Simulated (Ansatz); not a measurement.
# Si2H3F3: up Jacob's ladder to CCSD(T)

The task here is to estimate one member of a computed series from the others.

Program: Ansatz 0.2.0, Gaussian basis. Level of theory: functionals in def2-TZVPP, the program's frozen cores in correlated methods. These are calculated values, not measurements.

Plan: PBE-D4, r2SCAN-D4, PBE0-D4, B3LYP-D4, ωB97X-V, ωB97M-V, B2PLYP; CCSD(T)/def2-TZVPP; MP2/def2-QZVPP; extrapolation to the limit.

## The relaxed structure

All runs share one geometry, relaxed beforehand with PBE0-D4 in a triple-zeta def2 set.

8 atoms, charge 0, spin multiplicity 1.

Atoms are counted from 1 here; the program's logs count them from 0.

Bond lengths: F1–Si2 1.602 Å, Si2–Si3 2.355 Å, Si2–H6 1.485 Å, Si2–H7 1.485 Å, Si3–F4 1.591 Å, Si3–F5 1.591 Å, Si3–H8 1.483 Å. Angles: F1–Si2–Si3 109.8°, F1–Si2–H6 108.6°, F1–Si2–H7 108.6°, Si3–Si2–H6 110.1°, Si3–Si2–H7 110.1°, H6–Si2–H7 109.5°, Si2–Si3–F4 109.9°, Si2–Si3–F5 109.9°, Si2–Si3–H8 114.2°, F4–Si3–F5 107.3°, F4–Si3–H8 107.7°, F5–Si3–H8 107.7°.

Set-up of the first run:

in.yaml reads:

```yaml
crystal:
  periodic: [false, false, false]
  atoms:
    - {symbol: F, position_ang: [-1.752473, -0.043066, 1.476302]}
    - {symbol: Si, position_ang: [-0.254295, 0.392835, 1.115251]}
    - {symbol: Si, position_ang: [0.291509, -0.342279, -1.054423]}
    - {symbol: F, position_ang: [0.153760, -1.925086, -1.140340]}
    - {symbol: F, position_ang: [-0.724986, 0.280060, -2.108486]}
    - {symbol: H, position_ang: [-0.160113, 1.872919, 1.192372]}
    - {symbol: H, position_ang: [0.667992, -0.214785, 2.108047]}
    - {symbol: H, position_ang: [1.663607, 0.013902, -1.488523]}
basis:
  gaussian: {orbitals: def2-TZVPP}
hamiltonian: {xc: pbe, dispersion: d4}
output: {forces: true, orbitals: {seedname: orbitals}}
```

On the command line:

```console
$ ansatz run in.yaml --threads 4 --pin off --events-out ev --progress --plain --max-ram 10444MiB
```

Steps of the session up to this table: PBE-D4 (GGA); r2SCAN-D4 (meta-GGA); PBE0-D4 (hybrid); B3LYP-D4 (hybrid); ωB97X-V (range-separated); ωB97M-V (range-separated); B2PLYP (double hybrid); CCSD(T) in def2-TZVPP; MP2 in def2-QZVPP.

One table of the session follows, with a row left open; its other results are not shown here.

| method | atomisation energy (kcal/mol) |
| --- | --- |
| PBE-D4 | 704.3 |
| r2SCAN-D4 | 703.8 |
| PBE0-D4 | 690.9 |
| B3LYP-D4 | 698.7 |
| ωB97X-V | 708.0 |
| ωB97M-V | 703.3 |
| B2PLYP | 695.9 |
| HF/def2-TZVPP | 532.6 |
| MP2/def2-TZVPP | 706.2 |
| CCSD/def2-TZVPP | 678.0 |
| CCSD(T)/def2-TZVPP | ? |
| MP2/CBS | 728.6 |
| CCSD(T)/CBS | 709.1 |

**Question.** Estimate the row for CCSD(T)/def2-TZVPP.

As computed: atomisation energy (kcal/mol): 686.7. In the column «atomisation energy (kcal/mol)» it lies between CCSD/def2-TZVPP (678.0) and PBE0-D4 (690.9).
